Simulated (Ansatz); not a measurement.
I need a formation energy from the elements of IrPt3 and its elements. Use the Python package of Ansatz (0.2.0). Settings (first run): PBEsol, PAW, cutoff 420 eV, 11×11×11 k-points, cold smearing of 0.05 eV.

The script, `formation_irpt3.py`:
```python
"""Formation energy of IrPt3 from the elements, after relaxing cells and atoms."""

from collections import Counter
import warnings

import ansatz as az
import numpy as np

PHASES = {
    "IrPt3": (
        [(3.95125, 0.0, 0.0), (0.0, 3.95125, 0.0), (0.0, 0.0, 3.95125)],
        [
            ("Ir", (0.0, 0.0, 0.0)),
            ("Pt", (0.0, 0.5, 0.5)),
            ("Pt", (0.5, 0.0, 0.5)),
            ("Pt", (0.5, 0.5, 0.0)),
        ],
    ),
    "Ir": (
        [(0.0, 1.9156, 1.9156), (1.9156, 0.0, 1.9156), (1.9156, 1.9156, 0.0)],
        [
            ("Ir", (0.0, 0.0, 0.0)),
        ],
    ),
    "Pt": (
        [(0.0, 1.9609, 1.9609), (1.9609, 0.0, 1.9609), (1.9609, 1.9609, 0.0)],
        [
            ("Pt", (0.0, 0.0, 0.0)),
        ],
    ),
}


def build(vectors, sites):
    crystal = az.Crystal(lattice=az.Lattice.of(vectors))
    for symbol, position in sites:
        crystal = crystal.atom(symbol, position)
    return crystal


def ground_state(name, crystal):
    calc = (
        crystal.calculation()
        .functional(az.Functional.PBESOL)
        .basis(420)
        .scf(tolerance=1e-09)
        .kpoints(spacing=0.15)
        .occupations("cold", width=0.05)
        .stress()
    )
    calc = calc.relax(force_tolerance=0.03, max_steps=60, cell=True)
    return calc.run()


def counts(outcome):
    return Counter(site.symbol for site in outcome.lattice.sites)

def formation_energy(outcome, mu):
    n = counts(outcome)
    return (outcome.report["energy_sigma0_ev"] - sum(k * mu[element] for element, k in n.items())) / sum(n.values())


def volume_per_atom(outcome):
    return abs(np.linalg.det(outcome.lattice.cell_ang)) / len(outcome.lattice.sites)

warnings.simplefilter("ignore", az.DeckWarning)

phases = {name: build(*cell) for name, cell in PHASES.items()}

done = {}
for name, crystal in phases.items():
    done[name] = ground_state(name, crystal)
    print(f"{name}: {done[name].report['energy_sigma0_ev']:.4f} eV, {len(done[name].lattice.sites)} atoms")

# chemical potentials of the elements at zero temperature
references = {"Ir": "Ir", "Pt": "Pt"}
mu = {element: done[name].report["energy_sigma0_ev"] / len(done[name].lattice.sites) for element, name in references.items()}

target = done["IrPt3"]
heat = formation_energy(target, mu)
n = counts(target)
print("cell content:", dict(n), " volume", round(volume_per_atom(target), 3), "A^3/atom")
print("formation energy", round(heat, 4), "eV/atom,", round(heat * sum(n.values()), 4), "eV per cell")
print("bound against the elements" if heat < 0 else "unbound against the elements")
```

```console
$ python formation_irpt3.py
IrPt3: -48950.1673 eV, 4 atoms
Ir: -11799.0268 eV, 1 atoms
Pt: -12383.8198 eV, 1 atoms
cell content: {<Element.IR: 'Ir'>: 1, <Element.PT: 'Pt'>: 3}  volume 14.781 A^3/atom
formation energy 0.0797 eV/atom, 0.3188 eV per cell
unbound against the elements
```

Total energies depend on the potentials; only differences at equal settings carry meaning. The program warned that this SCF threshold is loose for forces or stresses. Spin-orbit coupling, which matters for elements this heavy, is left out. The cells come from databases of deposited and of computed structures, and not all need be stable phases. The compound is the structure given, not necessarily its lowest; energies are at zero temperature, with no correction for gases. A semilocal functional's error on such energies is often 0.05 to 0.1 eV an atom, and 0.1 to 0.3 eV against gases such as O2 or F2. The script silences the warnings on its input, which a real study should read. Timing: 42 s on 1 thread of Arm Neoverse V2, with other jobs on the host, peak memory 0.48 GiB.
